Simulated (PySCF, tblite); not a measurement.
# C2H9BrS2Si2: geometry, infrared bands and NMR shifts

Aim: predict the infrared bands and NMR shifts of C2H9BrS2Si2 (`CS[SiH2][Si@H](Br)SC`).

Programs: tblite 0.8.0 and PySCF 2.14.0, with density-fitted response routines of our own. Each step states its level of theory. These are calculated values for one molecule in the gas phase, unless marked as measured. Atoms are numbered from 0 throughout.

### 1 The starting structure

16 atoms, charge 0, multiplicity 1; geometry from: force field or distance geometry start.

Bonds of the start (Å): C0–S1 1.81, S1–Si2 2.16, Si2–Si3 2.29, Si3–Br4 2.21, Si3–S5 2.16, S5–C6 1.81, C0–H7 1.09, C0–H8 1.09, C0–H9 1.10, Si2–H10 1.50, Si2–H11 1.49, Si3–H12 1.51, C6–H13 1.09, C6–H14 1.09, C6–H15 1.09.

### 2 Relaxing the molecule with GFN2-xTB

The job: settings as JSON, then the geometry in Å.

```
{"job": {"kind": "relax", "xc": "GFN2-xTB", "basis": "xTB"}, "charge": 0, "multiplicity": 1}
C     -2.789100    -1.030300    -0.409800
S     -2.773500     0.338900     0.768000
Si    -1.292900     1.688100    -0.031000
Si     0.867400     1.034600     0.383700
Br     2.303900     2.535700    -0.362400
S      1.330900    -0.856300    -0.554900
C      2.948000    -1.279800     0.138600
H     -3.029900    -0.659600    -1.408300
H     -1.832100    -1.550800    -0.427800
H     -3.572200    -1.745200    -0.106600
H     -1.565000     1.794000    -1.497500
H     -1.562400     3.021900     0.575200
H      1.106200     0.859100     1.859900
H      2.896700    -1.359400     1.229300
H      3.258700    -2.243500    -0.252100
H      3.697800    -0.538400    -0.120300
```

The run is started by

```sh
$ OMP_NUM_THREADS=1 python probes_run.py task.json out
```

The driver reads the jobs from task.json and runs them one after another.

Output:

```text
step      E/eV     max force
  0    -625.33584    1.031
  1    -625.38635    0.602
  2    -625.41242    0.276
  3    -625.41852    0.269
  4    -625.43764    0.262
  5    -625.44339    0.231
  6    -625.45329    0.235
  7    -625.45763    0.148
  8    -625.46058    0.124
  9    -625.46257    0.126
 10    -625.46440    0.107
 11    -625.46569    0.118
 12    -625.46680    0.112
 13    -625.46788    0.107
 14    -625.46915    0.118
 15    -625.47037    0.098
 16    -625.47123    0.064
 17    -625.47182    0.076
 18    -625.47249    0.105
 19    -625.47347    0.122
 20    -625.47483    0.113
 21    -625.47625    0.102
 22    -625.47736    0.089
 23    -625.47817    0.089
 24    -625.47898    0.097
 25    -625.47999    0.086
 26    -625.48107    0.084
 27    -625.48200    0.069
 28    -625.48269    0.071
 29    -625.48334    0.061
 30    -625.48407    0.080
 31    -625.48482    0.081
 32    -625.48541    0.053
 33    -625.48583    0.046
 34    -625.48623    0.055
 35    -625.48678    0.061
 36    -625.48754    0.075
 37    -625.48827    0.064
 38    -625.48878    0.053
 39    -625.48919    0.054
 40    -625.48975    0.087
 41    -625.49057    0.113
 42    -625.49151    0.102
 43    -625.49229    0.074
 44    -625.49286    0.080
 45    -625.49339    0.070
 46    -625.49395    0.062
 47    -625.49439    0.047
 48    -625.49463    0.035
 49    -625.49480    0.034
 50    -625.49500    0.042
 51    -625.49519    0.032
 52    -625.49531    0.024
 53    -625.49539    0.032
 54    -625.49547    0.042
 55    -625.49570    0.058
 56    -625.49596    0.056
 57    -625.49621    0.035
 58    -625.49632    0.030
 59    -625.49638    0.031
 60    -625.49644    0.032
 61    -625.49655    0.033
 62    -625.49668    0.030
 63    -625.49685    0.038
 64    -625.49703    0.039
 65    -625.49722    0.034
 66    -625.49739    0.034
 67    -625.49750    0.025
 68    -625.49756    0.019
 69    -625.49760    0.017
 70    -625.49766    0.022
 71    -625.49774    0.021
 72    -625.49780    0.016
 73    -625.49784    0.013
 74    -625.49786    0.011
 75    -625.49789    0.014
 76    -625.49793    0.017
 77    -625.49796    0.013
 78    -625.49798    0.012
 79    -625.49800    0.009
```

It took 1.4 s on 1 thread of Arm Neoverse N1, shared host; peak memory 0.18 GiB.

Relaxation path: (not every step is listed)

```csv
step,energy from step 0 (eV),largest force (eV/Å)
0,0.0000,1.0315
1,-0.0505,0.6024
2,-0.0766,0.2760
3,-0.0827,0.2693
4,-0.1018,0.2620
5,-0.1076,0.2309
6,-0.1175,0.2350
7,-0.1218,0.1480
8,-0.1247,0.1238
14,-0.1333,0.1181
20,-0.1390,0.1126
26,-0.1452,0.0844
32,-0.1496,0.0532
38,-0.1529,0.0532
44,-0.1570,0.0799
50,-0.1592,0.0421
56,-0.1601,0.0563
62,-0.1608,0.0304
68,-0.1617,0.0192
74,-0.1620,0.0110
75,-0.1621,0.0144
76,-0.1621,0.0175
77,-0.1621,0.0132
78,-0.1621,0.0115
79,-0.1622,0.0094
```

Close pairs (by a distance rule), those that changed most:

```csv
bond,before (Å),after (Å),change (Å)
Si3–H12,1.506,1.461,-0.044
Si3–Br4,2.208,2.247,+0.039
Si2–H11,1.490,1.454,-0.035
Si2–H10,1.495,1.463,-0.032
S1–Si2,2.157,2.138,-0.019
C0–H9,1.103,1.085,-0.018
Si2–Si3,2.295,2.312,+0.017
C0–S1,1.806,1.821,+0.015
```

The next job starts from the end point, and lists it.

### 3 Harmonic vibrations with GFN2-xTB

The job: settings as JSON, then the geometry in Å.

```
{"job": {"kind": "ir", "xc": "GFN2-xTB", "basis": "xTB"}, "charge": 0, "multiplicity": 1}
C     -2.664129    -1.007689    -0.411301
S     -2.913428     0.483390     0.603340
Si    -1.326134     1.725241    -0.109626
Si     0.732947     0.910462     0.554704
Br     2.306886     2.316630    -0.215614
S      1.117024    -1.042760    -0.280705
C      2.884898    -1.247088     0.074648
H     -2.881628    -0.779212    -1.450018
H     -1.646795    -1.373174    -0.306431
H     -3.363405    -1.750718    -0.043294
H     -1.448846     1.856774    -1.561871
H     -1.576221     2.992052     0.559239
H      1.105059     0.825307     1.965306
H      3.043565    -1.259267     1.148767
H      3.176344    -2.200123    -0.354317
H      3.446261    -0.440880    -0.388997
```

Output:

```text
mode    cm-1     km/mol
  1      20.9      1.86
  2      49.2      1.35
  3      62.4      2.22
  4      73.0      8.13
  5      93.5      8.87
  6     103.6      4.04
  7     121.9      2.91
  8     127.5      1.19
  9     144.6     12.33
 10     188.5      0.67
 11     209.9      5.00
 12     336.3     31.51
 13     392.3     18.50
 14     457.6     33.41
 15     500.5     44.96
 16     545.2     43.85
 17     583.9    167.87
 18     601.5    399.39
 19     670.8    410.12
 20     697.6     34.64
 21     724.4     36.09
 22     725.6      2.91
 23     741.4    164.70
 24     948.9      0.46
 25     954.2      0.35
 26     963.3      2.65
 27     964.1      9.98
 28    1328.2      3.86
 29    1330.6      1.32
 30    1446.8      7.57
 31    1449.3      6.07
 32    1456.3      9.24
 33    1459.3      6.25
 34    2239.4      3.22
 35    2253.7    311.38
 36    2335.6    202.58
 37    3027.4      5.34
 38    3028.2      4.47
 39    3035.2     10.01
 40    3035.3      1.02
 41    3059.9      1.74
 42    3062.4      0.86
```

Run time: 1.5 s. Hardware: 1 thread of Arm Neoverse N1, shared host; peak memory 0.18 GiB.

The strongest bands and the atoms that carry them (share of the mass-weighted mode):

```csv
cm⁻¹,km/mol,atoms
500,45.0,"Si3 37 %, S5 24 %, Si2 16 %, S1 15 %"
545,43.9,"Si2 33 %, S1 17 %, Si3 17 %, H12 16 %"
584,167.9,"H10 57 %, H12 18 %"
602,399.4,"H11 43 %, H12 41 %"
671,410.1,"H12 67 %, H10 12 %, H11 11 %"
741,164.7,"H10 43 %, H11 41 %"
2254,311.4,"H12 58 %, H10 38 %"
2336,202.6,H11 97 %
```

### 4 Nuclear shieldings: PBE0/pcSseg-1

Same as in step 3 but for these lines:

```diff
@@ -1,2 +1,2 @@
-{"job": {"kind": "ir", "xc": "GFN2-xTB", "basis": "xTB"}, "charge": 0, "multiplicity": 1}
+{"job": {"kind": "nmr", "xc": "PBE0", "basis": "pcSseg-1"}, "charge": 0, "multiplicity": 1}
 C     -2.664129    -1.007689    -0.411301
```

Level: GIAO PBE0/pcSseg-1 NMR shielding, non-relativistic, gas phase.

Output:

```text
coarse grid: 65400 points
cycle   1  E = -4029.9458581573  dE = -7.746e-01  |g| = 7.486e-01  |ddm| = 3.783e+00
cycle   2  E = -4029.9337042247  dE =  1.215e-02  |g| = 5.073e-01  |ddm| = 1.057e+00
cycle   3  E = -4029.9793748959  dE = -4.567e-02  |g| = 1.924e-01  |ddm| = 8.763e-01
cycle   4  E = -4029.9907760742  dE = -1.140e-02  |g| = 3.247e-02  |ddm| = 2.929e-01
cycle   5  E = -4029.9909450644  dE = -1.690e-04  |g| = 7.557e-03  |ddm| = 3.749e-02
cycle   6  E = -4029.9909577014  dE = -1.264e-05  |g| = 1.705e-03  |ddm| = 1.244e-02
cycle   7  E = -4029.9909585657  dE = -8.643e-07  |g| = 4.499e-04  |ddm| = 2.909e-03
final grid: 131184 points
cycle   8  E = -4029.9909782406  dE = -1.549e-08  |g| = 5.717e-04  |ddm| = 1.715e-03
cycle   9  E = -4029.9909781908  dE =  4.984e-08  |g| = 7.255e-04  |ddm| = 1.397e-03
cycle  10  E = -4029.9909783194  dE = -1.286e-07  |g| = 5.103e-05  |ddm| = 7.474e-04
cycle  11  E = -4029.9909783200  dE = -5.430e-10  |g| = 5.989e-06  |ddm| = 5.879e-05
converged SCF energy = -4029.9909783200

GIAO shielding tensors (ppm)
atom      isotropic    diamagn.    paramagn.     s11        s22        s33       span
  0 C      171.264     252.072     -80.808    161.509    163.187    189.095     27.586
  1 S      725.893    1057.345    -331.452    628.326    662.295    887.057    258.731
  2 Si     400.388     879.032    -478.644    350.675    393.302    457.187    106.512
  3 Si     339.248     878.341    -539.093    266.214    357.427    394.102    127.888
  4 Br    2670.417    3125.572    -455.155   2383.992   2787.547   2839.712    455.720
  5 S      641.331    1060.766    -419.434    561.818    631.884    730.291    168.473
  6 C      171.109     249.778     -78.669    160.083    163.181    190.063     29.980
  7 H       29.637      30.296      -0.659     25.181     26.700     37.029     11.848
  8 H       29.432      32.941      -3.509     21.519     29.044     37.733     16.214
  9 H       29.639      29.051       0.588     23.785     26.632     38.500     14.716
 10 H       26.878      29.068      -2.190     22.125     26.650     31.859      9.735
 11 H       27.003      28.347      -1.344     22.273     26.510     32.226      9.953
 12 H       25.515      28.955      -3.441     20.909     24.615     31.020     10.111
 13 H       29.649      29.000       0.649     24.564     26.678     37.704     13.140
 14 H       29.458      28.664       0.794     23.245     26.387     38.741     15.496
 15 H       29.062      29.292      -0.230     21.787     30.463     34.935     13.147
```

Run time: 95 s. Hardware: 1 thread of Arm Neoverse N1, shared host; peak memory 0.97 GiB.

Shifts follow as δ = σ(reference) − σ, with reference shieldings (ppm) from runs at the same level and on the same kind of geometry: 1H TMS 31.72, 13C TMS 186.9, 29Si TMS 349.2, 33S CS2 504, 79Br HBr 2622. The references are single molecules in the gas phase. Atoms listed in one row are averaged.

```csv
atoms,environment,σ (ppm),δ (ppm),δ scaled to CDCl3
C6,methyl carbon bonded to S,171.1,15.8,9.1
C0,methyl carbon bonded to S,171.3,15.7,9.0
H12,"hydrogen on a silicon bonded to Br, S, Si",25.51,6.20,–
H10,"hydrogen on a silicon bonded to S, Si",26.88,4.84,–
H11,"hydrogen on a silicon bonded to S, Si",27.00,4.71,–
"H13, H14, H15",hydrogen on a methyl carbon bonded to S,29.39,2.33,2.30
"H7, H8, H9",hydrogen on a methyl carbon bonded to S,29.57,2.15,2.13
S5,"sulfur bonded to C, Si",641,-138,–
S1,"sulfur bonded to C, Si",726,-222,–
Si3,"silicon bonded to Br, S, Si, H",339.2,9.9,–
Si2,"silicon bonded to S, Si, 2 H",400.4,-51.2,–
Br4,bromine bonded to Si,2670,-48,–
```

The scaled column applies a straight-line fit of computed shieldings to shifts measured in CDCl3, with any fitted terms for Cl, Br or S neighbours (root-mean-square error 0.16 ppm for H, 1.9 ppm for C).

Charges from the same density, by scheme (e):

```csv
atoms,Mulliken,IAO,Hirshfeld,ESP fit
C0,-0.41,-0.50,-0.12,-0.23
S1,-0.28,-0.16,-0.09,-0.24
Si2,0.29,0.41,0.22,0.18
Si3,0.50,0.47,0.22,0.08
Br4,-0.37,-0.28,-0.12,-0.14
S5,-0.32,-0.17,-0.08,-0.14
C6,-0.37,-0.50,-0.11,-0.50
```

Mayer bond orders: C0–S1 0.99, S1–Si2 0.98, Si2–Si3 0.85, Si3–Br4 0.87, Si3–S5 1.00, S5–C6 1.00.

Orbitals, density, ELF and potential are computed afterwards from the orbital file.

Frontier orbitals at PBE0/pcSseg-1, with the share of their density that lies nearest to each atom:

```csv
orbital,energy (eV),lies on
HOMO,-6.99,S1 68 %
LUMO,-1.13,Si3 24 %; Si2 15 %; Br4 13 %
```

ELF in a plane through or near 5 of the atoms.

Ten even steps from ' ' (0.00) to '@' (1.00):
```
                                                        
                                                        
              ::==++++==..        ::--::                
            --**##%%%%##++..    ++@@@@@@**              
          ::++%%%%**####++..  ..##@@@@@@%%              
          --**%%++::--##==..  ::##@@@@@@**              
          ::**%%##==**%%++==##**  ..::==::              
            ..++****##--..::@@##==++++..==::----..      
          ..      ::--......%%@@::..::##########==      
        ==%%%%==  ::**%%**======----++****%%%%##==      
        --##%%++****==++##++..      ..==++==----..      
        ..==..--%%##==##::**..  ++##**==++--            
        ++%%@@##++**--==%%%%..::@@@@%%==::++..          
      ..%%@@@@%%..::##%%%%**  ::@@@@##++####--          
        ++@@@@==    --++++::    ====::--####==          
          ::--        ....            ..--==..          
                                                        
                                                        
                                                        
                                                        
```
The map spans 12.0 Å across and 10.8 Å up, centred on the molecule. Atoms in the plane (x, y in Å): C0 (2.5, -1.4), Si2 (1.6, 1.5), S5 (-1.2, -0.9), C6 (-3.0, -0.8), H8 (1.5, -1.6).

On the surface of density 0.002 e/bohr³ the electrostatic potential runs, from the 1st to the 99th percentile, from -0.83 V near S1 to 1.18 V near H11.

### 5 Results

```
                                                              quantity                             value
                             strongest single infrared mode (GFN2-xTB)              671 cm⁻¹, 410 km/mol
                                          zero-point energy (GFN2-xTB)                     65.1 kcal/mol
                                13C shifts against TMS (PBE0/pcSseg-1)                    15.8, 15.7 ppm
1H shifts against TMS (PBE0/pcSseg-1, means over atoms taken as alike)  6.20, 4.84, 4.71, 2.33, 2.15 ppm
                                33S shifts against CS2 (PBE0/pcSseg-1)                    -138, -222 ppm
                               29Si shifts against TMS (PBE0/pcSseg-1)                    9.9, -51.2 ppm
                               79Br shifts against HBr (PBE0/pcSseg-1)                           -48 ppm
                                 surface potential, 1st and 99th percentile                -0.83 V and 1.18 V
```

In words: Over 79 steps the energy fell by 0.162 eV; of the close pairs, Si3–H12 changed most, 1.506 to 1.461 Å. No mode is imaginary among the 42: a minimum at this level. The strongest single mode, at 671 cm⁻¹, moves mainly H12. GFN2-xTB is a fitted tight-binding method: band positions and strengths are rough. Its intensities can rank the bands wrongly. At PBE0/pcSseg-1: Shielding is most anisotropic at Br4 (span 456 ppm, paramagnetic term -455 ppm). At PBE0/pcSseg-1, counted by nearest atom on the grid, the HOMO lies on S1 68 %, the LUMO on Si3 24 %; Si2 15 %. Spin-orbit coupling is left out, which matters for shieldings and couplings at and beside the heavy atoms.
